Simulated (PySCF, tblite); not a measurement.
**C₇H₁₈BP: geometry, infrared bands and NMR shifts**

Wanted: the infrared bands and NMR shifts of C₇H₁₈BP (`C=C(C)[P@@H+](C)[B-](C)(C)C`), by calculation.

Programs: tblite 0.8.0 and PySCF 2.14.0, with density-fitted response routines of our own. Each step states its level of theory. These are calculated values for one molecule in the gas phase, unless marked as measured. Atoms are numbered from 0 throughout.

### 1 The starting structure

27 atoms, charge 0, multiplicity 1; geometry from: force field or distance geometry start.

Bonds of the start (Å): C0–C1 1.34, C1–C2 1.52, C1–P3 1.80, P3–C4 1.80, P3–B5 1.92, B5–C6 1.61, B5–C7 1.61, B5–C8 1.60, C0–H9 1.07, C0–H10 1.09, C2–H11 1.12, C2–H12 1.10, C2–H13 1.11, P3–H14 1.42, C4–H15 1.10, C4–H16 1.11, C4–H17 1.10, C6–H18 1.11, C6–H19 1.11, C6–H20 1.11, C7–H21 1.11, C7–H22 1.11, C7–H23 1.13, C8–H24 1.12, C8–H25 1.12, C8–H26 1.11.

### 2 Relaxing the molecule with GFN2-xTB

What the job is given:

```
{"job": {"kind": "relax", "xc": "GFN2-xTB", "basis": "xTB"}, "charge": 0, "multiplicity": 1}
C      2.403600    -0.311600    -0.830700
C      1.806000    -0.086700     0.344500
C      2.479800    -0.571600     1.618800
P      0.241100     0.795100     0.435800
C      0.335900     2.343000    -0.478500
B     -1.213300    -0.310700    -0.146100
C     -1.042800    -0.666600    -1.709300
C     -1.214300    -1.663100     0.727400
C     -2.588400     0.477100     0.084200
H      3.338300    -0.836500    -0.888100
H      1.937000     0.039500    -1.752100
H      1.854300    -0.317700     2.507200
H      2.591100    -1.669400     1.589400
H      3.470900    -0.089900     1.721100
H     -0.017600     1.122100     1.791800
H      0.504800     2.135100    -1.548700
H     -0.609200     2.911900    -0.362500
H      1.175600     2.949200    -0.094900
H     -1.935500    -1.224400    -2.055800
H     -0.142900    -1.303600    -1.857500
H     -0.945700     0.263000    -2.303500
H     -1.324500    -1.427700     1.804300
H     -0.269100    -2.221900     0.582400
H     -2.077800    -2.318100     0.413900
H     -2.626600     1.390800    -0.554100
H     -2.698700     0.786500     1.151500
H     -3.451700    -0.167500    -0.178200
```

On the command line:

```sh
> OMP_NUM_THREADS=1 python probes_run.py task.json out
```

One launch serves the whole session: the jobs run in the order shown.

The program printed:

```text
step      E/eV     max force
  0    -757.81653    1.441
  1    -758.00350    0.816
  2    -758.09524    0.567
  3    -758.13087    0.559
  4    -758.17457    0.395
  5    -758.20271    0.351
  6    -758.23278    0.401
  7    -758.25546    0.392
  8    -758.26857    0.217
  9    -758.27588    0.242
 10    -758.28176    0.207
 11    -758.28659    0.161
 12    -758.29030    0.113
 13    -758.29340    0.116
 14    -758.29637    0.104
 15    -758.29889    0.115
 16    -758.30062    0.095
 17    -758.30181    0.074
 18    -758.30281    0.064
 19    -758.30371    0.078
 20    -758.30446    0.065
 21    -758.30512    0.057
 22    -758.30588    0.057
 23    -758.30686    0.069
 24    -758.30805    0.087
 25    -758.30917    0.088
 26    -758.31005    0.068
 27    -758.31074    0.058
 28    -758.31134    0.055
 29    -758.31181    0.065
 30    -758.31215    0.055
 31    -758.31245    0.042
 32    -758.31279    0.052
 33    -758.31325    0.062
 34    -758.31381    0.085
 35    -758.31440    0.077
 36    -758.31494    0.045
 37    -758.31546    0.050
 38    -758.31598    0.054
 39    -758.31645    0.064
 40    -758.31683    0.044
 41    -758.31720    0.047
 42    -758.31769    0.059
 43    -758.31840    0.091
 44    -758.31928    0.115
 45    -758.32009    0.093
 46    -758.32065    0.044
 47    -758.32106    0.041
 48    -758.32146    0.049
 49    -758.32185    0.061
 50    -758.32221    0.053
 51    -758.32253    0.047
 52    -758.32285    0.050
 53    -758.32316    0.050
 54    -758.32347    0.051
 55    -758.32379    0.044
 56    -758.32417    0.044
 57    -758.32463    0.052
 58    -758.32514    0.047
 59    -758.32568    0.051
 60    -758.32627    0.057
 61    -758.32689    0.061
 62    -758.32746    0.060
 63    -758.32803    0.053
 64    -758.32866    0.058
 65    -758.32932    0.070
 66    -758.32995    0.069
 67    -758.33064    0.073
 68    -758.33138    0.072
 69    -758.33228    0.064
 70    -758.33319    0.060
 71    -758.33406    0.072
 72    -758.33464    0.053
 73    -758.33521    0.056
 74    -758.33572    0.053
 75    -758.33643    0.053
 76    -758.33709    0.050
 77    -758.33766    0.042
 78    -758.33809    0.041
 79    -758.33842    0.034
 80    -758.33871    0.043
 81    -758.33906    0.037
 82    -758.33948    0.043
 83    -758.33997    0.055
 84    -758.34057    0.068
 85    -758.34134    0.065
 86    -758.34244    0.068
 87    -758.34321    0.051
 88    -758.34377    0.049
 89    -758.34419    0.047
 90    -758.34456    0.042
 91    -758.34492    0.063
 92    -758.34529    0.044
 93    -758.34574    0.038
 94    -758.34612    0.037
 95    -758.34657    0.038
 96    -758.34702    0.036
 97    -758.34740    0.034
 98    -758.34769    0.032
 99    -758.34794    0.033
100    -758.34822    0.038
101    -758.34856    0.042
102    -758.34892    0.032
103    -758.34918    0.026
104    -758.34931    0.020
105    -758.34940    0.018
106    -758.34953    0.029
107    -758.34974    0.040
108    -758.34999    0.037
109    -758.35019    0.025
110    -758.35036    0.022
111    -758.35055    0.031
112    -758.35081    0.042
113    -758.35113    0.048
114    -758.35132    0.042
115    -758.35158    0.051
116    -758.35176    0.039
117    -758.35222    0.031
118    -758.35239    0.033
119    -758.35261    0.027
120    -758.35274    0.025
121    -758.35296    0.027
122    -758.35330    0.042
123    -758.35378    0.053
124    -758.35432    0.047
125    -758.35484    0.066
126    -758.35536    0.047
127    -758.35586    0.066
128    -758.35639    0.043
129    -758.35681    0.044
130    -758.35729    0.050
131    -758.35815    0.063
132    -758.35933    0.072
133    -758.35828    0.260
134    -758.36118    0.059
135    -758.36195    0.056
136    -758.36357    0.109
137    -758.36444    0.054
138    -758.36579    0.052
139    -758.36668    0.059
140    -758.36717    0.058
141    -758.36761    0.067
142    -758.36819    0.045
143    -758.36864    0.043
144    -758.36916    0.038
145    -758.36956    0.044
146    -758.37000    0.050
147    -758.37052    0.059
148    -758.37123    0.072
149    -758.37208    0.064
150    -758.37283    0.093
151    -758.37319    0.106
152    -758.37399    0.044
153    -758.37432    0.038
154    -758.37468    0.036
155    -758.37495    0.037
156    -758.37520    0.027
157    -758.37542    0.028
158    -758.37566    0.032
159    -758.37592    0.044
160    -758.37610    0.031
161    -758.37630    0.025
162    -758.37642    0.017
163    -758.37650    0.017
164    -758.37657    0.014
165    -758.37664    0.013
166    -758.37670    0.014
167    -758.37675    0.015
168    -758.37681    0.017
169    -758.37688    0.018
170    -758.37694    0.019
171    -758.37702    0.017
172    -758.37709    0.018
173    -758.37717    0.017
174    -758.37726    0.020
175    -758.37736    0.020
176    -758.37745    0.020
177    -758.37753    0.019
178    -758.37758    0.013
179    -758.37761    0.009
```

Run time: 1.5 s. Hardware: 1 thread of Arm Neoverse V2, shared host.

Along the way: (not every step is listed)

```tsv
step	energy from step 0 (eV)	largest force (eV/Å)
0	0.0000	1.4413
1	-0.1870	0.8161
2	-0.2787	0.5673
3	-0.3143	0.5593
4	-0.3580	0.3948
5	-0.3862	0.3509
6	-0.4163	0.4006
7	-0.4389	0.3917
8	-0.4520	0.2171
24	-0.4915	0.0869
40	-0.5003	0.0435
56	-0.5076	0.0439
72	-0.5181	0.0528
88	-0.5272	0.0487
104	-0.5328	0.0203
120	-0.5362	0.0250
136	-0.5470	0.1087
152	-0.5575	0.0436
168	-0.5603	0.0173
174	-0.5607	0.0196
175	-0.5608	0.0203
176	-0.5609	0.0200
177	-0.5610	0.0190
178	-0.5611	0.0127
179	-0.5611	0.0093
```

Close pairs (by a distance rule), those that changed most:

```tsv
bond	before (Å)	after (Å)	change (Å)
P3–B5	1.917	2.004	+0.087
C7–H23	1.128	1.088	-0.040
P3–C4	1.800	1.831	+0.031
C2–H11	1.116	1.089	-0.026
B5–C8	1.601	1.627	+0.026
C8–H25	1.117	1.092	-0.025
C8–H24	1.115	1.091	-0.025
C1–C2	1.521	1.497	-0.024
```

The end geometry stands in the next job.

### 3 Harmonic vibrations with GFN2-xTB

What the job is given:

```
{"job": {"kind": "ir", "xc": "GFN2-xTB", "basis": "xTB"}, "charge": 0, "multiplicity": 1}
C      2.609596    -0.034583    -0.833399
C      1.899990    -0.032841     0.286940
C      2.324572    -0.718437     1.547774
P      0.246369     0.719569     0.351558
C      0.409713     2.299470    -0.559949
B     -1.341909    -0.401160    -0.137564
C     -1.109115    -0.779428    -1.701148
C     -1.285080    -1.683948     0.860116
C     -2.608303     0.583049     0.136278
H      3.568201    -0.524104    -0.897929
H      2.258608     0.446787    -1.730638
H      1.525255    -1.369450     1.900108
H      3.222826    -1.311046     1.389095
H      2.523120     0.016338     2.329119
H      0.280370     1.198015     1.661060
H      0.379353     2.098573    -1.628914
H     -0.440415     2.928658    -0.303472
H      1.338112     2.807928    -0.307630
H     -1.878575    -1.464169    -2.052039
H     -0.150667    -1.274705    -1.866854
H     -1.145150     0.090006    -2.358868
H     -1.249079    -1.395218     1.912468
H     -0.425326    -2.325964     0.664747
H     -2.170036    -2.305815     0.739957
H     -2.620581     1.452956    -0.521418
H     -2.636027     0.949499     1.164154
H     -3.545718     0.056443    -0.031391
```

The program printed:

```text
mode    cm-1     km/mol
  1      29.5      0.08
  2      49.1      0.56
  3      81.4      0.42
  4     108.4      0.93
  5     124.3      0.40
  6     149.4      0.41
  7     168.1      0.62
  8     168.2      0.54
  9     184.6      0.62
 10     202.2      0.31
 11     210.4      0.17
 12     214.3      0.36
 13     247.2      1.06
 14     282.3      0.35
 15     295.2      0.32
 16     327.3      2.72
 17     369.0      8.91
 18     392.9     15.27
 19     435.3      1.06
 20     649.9      1.33
 21     670.2      4.54
 22     676.7      9.41
 23     713.3      8.44
 24     766.0     54.16
 25     815.9      7.74
 26     818.2      1.72
 27     829.0     15.00
 28     833.3      3.36
 29     866.1     15.96
 30     875.1      4.76
 31     879.2     42.22
 32     894.8     76.15
 33     942.7      7.61
 34     953.4     94.83
 35     992.6    167.10
 36    1002.8      8.93
 37    1036.1      1.58
 38    1091.7     73.87
 39    1095.5     75.97
 40    1196.4      8.25
 41    1305.0      4.60
 42    1387.8      2.57
 43    1394.7      4.62
 44    1395.4      7.61
 45    1405.4      3.30
 46    1409.0      0.37
 47    1422.7      2.99
 48    1439.4      5.53
 49    1465.5      7.92
 50    1472.1      3.91
 51    1517.3      2.02
 52    1520.5      2.28
 53    1525.0      0.09
 54    1529.0      0.40
 55    1531.5      0.64
 56    1533.8      0.32
 57    1683.8      9.06
 58    2271.3    251.44
 59    2970.1      8.94
 60    2976.9     91.92
 61    2978.8     88.05
 62    2986.4     10.71
 63    2988.9     96.54
 64    2990.4     30.92
 65    2991.8     83.09
 66    3004.4      1.39
 67    3014.2      2.55
 68    3015.5      8.35
 69    3017.2      6.83
 70    3025.8     20.45
 71    3026.7     19.86
 72    3031.8    121.44
 73    3034.0     26.84
 74    3090.2     18.08
 75    3118.1     29.05
```

It took 1.2 s on 1 thread of Arm Neoverse V2, shared host.

The strongest bands and the atoms that carry them (share of the mass-weighted mode):

```tsv
cm⁻¹	km/mol	atoms
953	94.8	H14 40 %, H15 19 %, C4 12 %
993	167.1	B5 27 %, H18 10 %
2271	251.4	H14 97 %
2977	91.9	H21 31 %, H19 31 %, H25 15 %
2979	88.0	H25 48 %, H19 29 %
2989	96.5	H22 52 %, H24 17 %
2992	83.1	H24 40 %, H22 23 %, H20 14 %
3032	121.4	H18 34 %, H26 30 %, H23 24 %
```

### 4 NMR shieldings: PBE0/pcSseg-1

Same as in step 3 but for these lines:

```diff
@@ -1,2 +1,2 @@
-{"job": {"kind": "ir", "xc": "GFN2-xTB", "basis": "xTB"}, "charge": 0, "multiplicity": 1}
+{"job": {"kind": "nmr", "xc": "PBE0", "basis": "pcSseg-1"}, "charge": 0, "multiplicity": 1}
 C      2.609596    -0.034583    -0.833399
```

Level: GIAO PBE0/pcSseg-1 NMR shielding, non-relativistic, gas phase.

The program printed:

```text
coarse grid: 21472 points
cycle   1  E = -643.0215147971  dE =  7.030e-01  |g| = 7.071e-01  |ddm| = 4.476e+00
cycle   2  E = -642.9412409265  dE =  8.027e-02  |g| = 8.880e-01  |ddm| = 1.851e+00
cycle   3  E = -643.1611127740  dE = -2.199e-01  |g| = 7.288e-02  |ddm| = 1.150e+00
cycle   4  E = -643.1621508064  dE = -1.038e-03  |g| = 4.073e-02  |ddm| = 1.287e-01
cycle   5  E = -643.1625478770  dE = -3.971e-04  |g| = 1.388e-02  |ddm| = 4.745e-02
cycle   6  E = -643.1625934095  dE = -4.553e-05  |g| = 3.006e-03  |ddm| = 1.302e-02
cycle   7  E = -643.1625958052  dE = -2.396e-06  |g| = 6.472e-04  |ddm| = 4.414e-03
final grid: 198288 points
cycle   8  E = -643.2151198253  dE = -6.997e-05  |g| = 1.135e-02  |ddm| = 4.872e-02
cycle   9  E = -643.2151086037  dE =  1.122e-05  |g| = 1.321e-02  |ddm| = 2.265e-02
cycle  10  E = -643.2151536243  dE = -4.502e-05  |g| = 5.652e-04  |ddm| = 1.257e-02
cycle  11  E = -643.2151537002  dE = -7.592e-08  |g| = 2.349e-04  |ddm| = 1.080e-03
cycle  12  E = -643.2151537150  dE = -1.479e-08  |g| = 5.677e-05  |ddm| = 3.333e-04
cycle  13  E = -643.2151537159  dE = -8.881e-10  |g| = 1.285e-05  |ddm| = 1.065e-04
converged SCF energy = -643.2151537159

GIAO shielding tensors (ppm)
atom      isotropic    diamagn.    paramagn.     s11        s22        s33       span
  0 C       55.801     253.862    -198.061    -58.153     68.259    157.296    215.449
  1 C       38.690     269.440    -230.750    -72.118     26.966    161.222    233.340
  2 C      158.717     246.698     -87.980    142.847    147.481    185.824     42.977
  3 P      355.102     971.870    -616.768    300.356    359.012    405.939    105.583
  4 C      182.440     256.043     -73.603    169.408    187.655    190.258     20.850
  5 B      120.312     181.706     -61.395    114.639    115.305    130.990     16.351
  6 C      183.050     251.212     -68.161    173.053    184.956    191.143     18.090
  7 C      178.094     250.849     -72.755    172.491    174.894    186.897     14.406
  8 C      178.029     250.454     -72.426    169.571    175.467    189.048     19.477
  9 H       25.597      30.782      -5.185     22.539     24.775     29.478      6.940
 10 H       26.327      34.042      -7.714     22.291     24.668     32.023      9.733
 11 H       29.511      31.114      -1.603     24.086     31.005     33.442      9.356
 12 H       29.624      29.353       0.270     25.601     27.331     35.939     10.338
 13 H       29.730      29.094       0.635     25.728     27.917     35.544      9.816
 14 H       27.675      34.737      -7.063     23.880     26.874     32.270      8.390
 15 H       30.257      33.529      -3.272     25.853     28.961     35.956     10.103
 16 H       30.420      31.785      -1.365     24.715     28.805     37.739     13.023
 17 H       30.567      31.373      -0.806     25.356     28.144     38.202     12.846
 18 H       31.626      31.906      -0.280     27.563     28.541     38.774     11.210
 19 H       31.950      33.896      -1.946     27.452     31.106     37.292      9.840
 20 H       32.176      33.515      -1.338     27.968     30.581     37.980     10.012
 21 H       31.972      32.751      -0.780     28.360     30.023     37.533      9.174
 22 H       31.923      33.235      -1.313     27.837     30.841     37.090      9.253
 23 H       31.608      31.650      -0.041     27.497     28.512     38.816     11.318
 24 H       31.985      32.795      -0.811     27.591     30.927     37.437      9.846
 25 H       31.990      32.317      -0.327     28.138     29.839     37.992      9.854
 26 H       31.499      31.231       0.268     27.555     28.276     38.665     11.110
```

Run time: 50 s. Hardware: 1 thread of Arm Neoverse V2, shared host; peak memory 1.2 GiB.

The references, computed at this level on geometries of the same kind, shield at (ppm): 1H TMS 31.72, 13C TMS 186.9, 31P H3PO4 318.4, 11B BF3·OEt2 100.1. Their shielding less the atom's gives the shift. The references are single molecules in the gas phase, so shifts against H2O, NH3, PH3, H3PO4 or CFCl3 are not on the usual liquid scales and can be off by tens of ppm. Atoms listed in one row are averaged.

```tsv
atoms	environment	σ (ppm)	δ (ppm)	δ scaled to CDCl3
C1	fully substituted alkene carbon	38.7	148.2	142.8
C0	terminal =CH2 carbon	55.8	131.1	126.1
C2	allylic methyl carbon	158.7	28.2	25.6
C6, C7, C8	methyl carbon bonded to B	179.7	7.2	5.1
C4	methyl carbon bonded to P	182.4	4.5	2.5
H9	hydrogen on a terminal =CH2 carbon	25.60	6.12	5.88
H10	hydrogen on a terminal =CH2 carbon	26.33	5.39	5.19
H14	hydrogen on a phosphorus bonded to 2 C, B	27.67	4.04	–
H11, H12, H13	hydrogen on an allylic methyl carbon	29.62	2.10	2.08
H15, H16, H17	hydrogen on a methyl carbon bonded to P	30.41	1.30	1.33
H18, H19, H20, H21, H22 and 4 more	hydrogen on a methyl carbon bonded to B	31.86	-0.14	-0.03
P3	phosphorus bonded to 2 C, B, H	355.1	-36.7	–
B5	boron bonded to 3 C, P	120.3	-20.2	–
```

The scaled column applies a straight-line fit of computed shieldings to shifts measured in CDCl3 (root-mean-square error 0.16 ppm for H, 1.9 ppm for C).

Charges from the same density, by scheme (e):

```tsv
atoms	Mulliken	IAO	Hirshfeld	ESP fit
C0	-0.04	-0.31	-0.09	-0.54
C1	-0.59	-0.17	-0.02	0.19
C2	-0.16	-0.42	-0.11	-0.55
P3	0.36	0.85	0.36	0.37
C4	-0.46	-0.62	-0.14	-0.58
B5	0.07	-0.06	0.02	0.66
C6, C7, C8	-0.42	-0.55	-0.21	-0.62
```

Mayer bond orders: C0–C1 1.95, C1–C2 1.05, C1–P3 0.93, P3–C4 1.04, P3–B5 0.65, B5–C6 0.99, B5–C7 1.00, B5–C8 0.99.

### 5 Results

| quantity | value |
| --- | --- |
| strongest single infrared mode (GFN2-xTB) | 2271 cm⁻¹, 251 km/mol |
| zero-point energy (GFN2-xTB) | 144.5 kcal/mol |
| 13C shifts against TMS (PBE0/pcSseg-1, means over atoms taken as alike) | 148.2, 131.1, 28.2, 7.2, 4.5 ppm |
| 1H shifts against TMS (PBE0/pcSseg-1, means over atoms taken as alike) | 6.12, 5.39, 4.04, 2.10, 1.30, -0.14 ppm |
| 31P shifts against H3PO4 (PBE0/pcSseg-1) | -36.7 ppm |
| 11B shifts against BF3·OEt2 (PBE0/pcSseg-1) | -20.2 ppm |

In words: Relaxing lowered the energy by 0.561 eV in 179 steps; the close pair that moved most is P3–B5, from 1.917 to 2.004 Å. No mode is imaginary among the 75: a minimum at this level. The strongest single mode, at 2271 cm⁻¹, moves mainly H14. Unscaled tight-binding wavenumbers are off by several per cent, some by more. Its intensities can rank the bands wrongly. C1 (fully substituted alkene carbon) lies farthest downfield among carbon, at 148.2 ppm; as expected for a trigonal carbon in a double bond. At PBE0/pcSseg-1: The largest span, 233 ppm, is at C1, where the paramagnetic term is -231 ppm.
